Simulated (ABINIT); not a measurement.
Runs of ABINIT 10.8.3 (patched build) on Ta3AsAu2O13. The structure is trigonal, space group R3m (No. 160). Conventional cell: a = 10.485 Å, b = 10.485 Å, c = 12.428 Å, α = 90.00°, β = 90.00°, γ = 120.00°. Ta (site symmetry m) is surrounded by 4 O at 1.82 to 1.95 Å. As (site symmetry 3m) is surrounded by 3 O at 1.76 Å. Around Au (site symmetry 3m) lie 3 O at 2.21 Å. Au (site symmetry 3m) has 1 As at 2.39 Å and 1 Au at 2.67 Å as nearest neighbours. O (site symmetry m) is surrounded by 1 As at 1.76 Å and 1 Ta at 1.93 Å. O (site symmetry 1) has 1 O at 1.44 Å as nearest neighbours. Around O (site symmetry m) lie 1 Ta at 1.82 Å. O (site symmetry 3m) has 3 Ta at 2.11 Å as nearest neighbours. The cell was built by a generator and needn't be a form met in nature.

```tsv
task	level	cell	cutoff (eV)	fine-grid cutoff	cell freedom (optcell)	cutoff smearing ecutsm (Ha)	optimiser (ionmov)	force stop (Ha/bohr)	gap on the mesh (eV)	pressure (GPa)	relaxed volume (Å³/atom)	largest force (eV/Å)
electric field gradients	PBE	as given	435	870.764 eV	-	-	-	-	1.07	(a)	-	0.02
single point	RPBE	as given	490	979.61 eV	-	-	-	-	(b)	2.0	-	(c)
relaxation of cell and atoms	PBE+D3	relaxed	435	870.764 eV	2	0.5	22	0.0005	1.21	0.0	20.02	0.02
relaxation of cell and atoms	PBE+D3(BJ)	relaxed	435	870.764 eV	2	0.5	22	0.0005	1.18	0.0	20.19	0.02
relaxation of cell and atoms	PBE	relaxed	435	870.764 eV	2	0.5	22	0.0005	1.07	0.0	-	0.02
```

Alike in all rows: potentials or basis Ansatz PAW PBE generated set soft_1, frozen core; no spin polarisation; k mesh 2 × 2 × 2; smearing fermi-dirac 0.05 eV; the mesh is coarse, so values aren't converged.

Question: Estimate the missing entries.

Answer: (a) -0.2; (b) 1.11; (c) 0.20.

Caveats: all runs use coarse meshes; the atomic spheres overlap; spin-orbit coupling is left out, which moves the levels of the heavy elements; field gradients from these PAW runs came out twice too large for oxygen in rutile against an all-electron program, so those of compounds of d and f metals aren't to be trusted (some runs); the PAW data sets were made with another functional, which shifts forces and pressure a little (some runs); the relaxation stopped at its first step, so nothing moved (some runs).

A k mesh can miss the band edges, and the runs leave out spin-orbit coupling on As, Au, Ta.
